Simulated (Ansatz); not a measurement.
**CH₄OSSn: one species, many methods**

One table from this session's results is given with a row withheld; the runs are named, their logs left out.

Computed with Ansatz 0.2.0, Gaussian basis. Level: functionals in def2-TZVPP, the program's frozen cores in correlated methods.

Levels to be run: LDA (SPW92), PBE-D4, revPBE-D4, BLYP-D4, r2SCAN-D4, B97M-V, PBE0-D4, B3LYP-D4, r2SCANh-D4, r2SCAN0-D4, HSE06-D4, BHLYP-D4, CAM-B3LYP-D4, LC-ωPBE, ωB97X-V, ωB97M-V, B2PLYP, PBE-QIDH; CCSD(T)/def2-SVP; CCSD(T)/def2-TZVPP; MP2/def2-QZVPP; extrapolation to the limit; RPA on PBE.

### The relaxed structure

The geometry comes from an earlier relaxation with PBE0-D4 in a triple-zeta def2 set; it is a stationary point, not always the lowest conformer. Sn takes the def2 core potential; no spin-orbit term is included.

SMILES `C[S][Sn][OH]`, 8 atoms, charge 0, spin multiplicity 1.

Atoms are counted from 1 here; the program's logs count them from 0.

Bond lengths: C1–S2 1.814 Å, C1–H5 1.091 Å, C1–H6 1.090 Å, C1–H7 1.091 Å, S2–Sn3 2.440 Å, Sn3–O4 1.980 Å, O4–H8 0.961 Å. Angles: S2–C1–H5 111.4°, S2–C1–H6 107.3°, S2–C1–H7 111.4°, H5–C1–H6 108.2°, H5–C1–H7 110.1°, H6–C1–H7 108.2°, C1–S2–Sn3 105.4°, S2–Sn3–O4 98.8°, Sn3–O4–H8 117.2°.

The first run:

in.yaml reads:

```yaml
crystal:
  periodic: [false, false, false]
  atoms:
    - {symbol: C, position_ang: [-0.402936, 0.808408, 0.611018]}
    - {symbol: S, position_ang: [-1.528880, 0.160592, -0.654758]}
    - {symbol: Sn, position_ang: [-0.280900, -1.598772, -1.795881]}
    - {symbol: O, position_ang: [1.412322, -1.480495, -0.775594]}
    - {symbol: H, position_ang: [-0.123124, 0.035485, 1.327859]}
    - {symbol: H, position_ang: [-0.934888, 1.594225, 1.147122]}
    - {symbol: H, position_ang: [0.490155, 1.245253, 0.162568]}
    - {symbol: H, position_ang: [1.460448, -0.821698, -0.078134]}
basis:
  gaussian: {orbitals: def2-TZVPP}
hamiltonian: {xc: lda}
output: {orbitals: {seedname: orbitals}}
```

Among the steps run: LDA; PBE-D4 (GGA); revPBE-D4 (GGA); BLYP-D4 (GGA); r2SCAN-D4 (meta-GGA); B97M-V (meta-GGA); PBE0-D4 (hybrid); B3LYP-D4 (hybrid); r2SCANh-D4 (hybrid); r2SCAN0-D4 (hybrid); HSE06-D4 (hybrid); BHLYP-D4 (hybrid); CAM-B3LYP-D4 (range-separated); LC-ωPBE-D4 (range-separated; the results give it without D4); ωB97X-V (range-separated); ωB97M-V (range-separated); B2PLYP (double hybrid); PBE-QIDH (double hybrid).

One of the session's tables, all rows but one given; the rest of the session is left out.

It belongs to the step «Orbital energies across the functionals». 

| functional | HOMO (eV) | LUMO (eV) | gap (eV) |
| --- | --- | --- | --- |
| LDA (SPW92) | -6.03 | -2.97 | 3.06 |
| PBE-D4 | -5.87 | -2.74 | 3.13 |
| revPBE-D4 | -5.81 | -2.65 | 3.16 |
| BLYP-D4 | -5.71 | -2.66 | 3.05 |
| r2SCAN-D4 | ? | ? | ? |
| B97M-V | -6.16 | -2.69 | 3.47 |
| PBE0-D4 | -7.01 | -2.11 | 4.90 |
| B3LYP-D4 | -6.78 | -2.33 | 4.45 |
| r2SCANh-D4 | -6.56 | -2.44 | 4.11 |
| r2SCAN0-D4 | -7.19 | -2.08 | 5.11 |
| HSE06-D4 | -6.62 | -2.47 | 4.14 |
| BHLYP-D4 | -7.92 | -1.43 | 6.48 |
| CAM-B3LYP-D4 | -8.23 | -1.23 | 7.00 |
| LC-ωPBE | -9.45 | -0.19 | 9.25 |
| ωB97X-V | -9.15 | -0.27 | 8.88 |
| ωB97M-V | -9.04 | -0.41 | 8.63 |

Estimate the missing values for r2SCAN-D4.

Worked estimate for «HOMO (eV)». Against the share of exact exchange, r2SCANh-D4 (0.1, -6.56), r2SCAN0-D4 (0.25, -7.19) give a slope of -4.20 per unit share; at 0 the line stands at -6.14.

**Answer.** HOMO (eV): -6.14; LUMO (eV): -2.69; gap (eV): 3.45. In «HOMO (eV)» the line misses by 0.00.
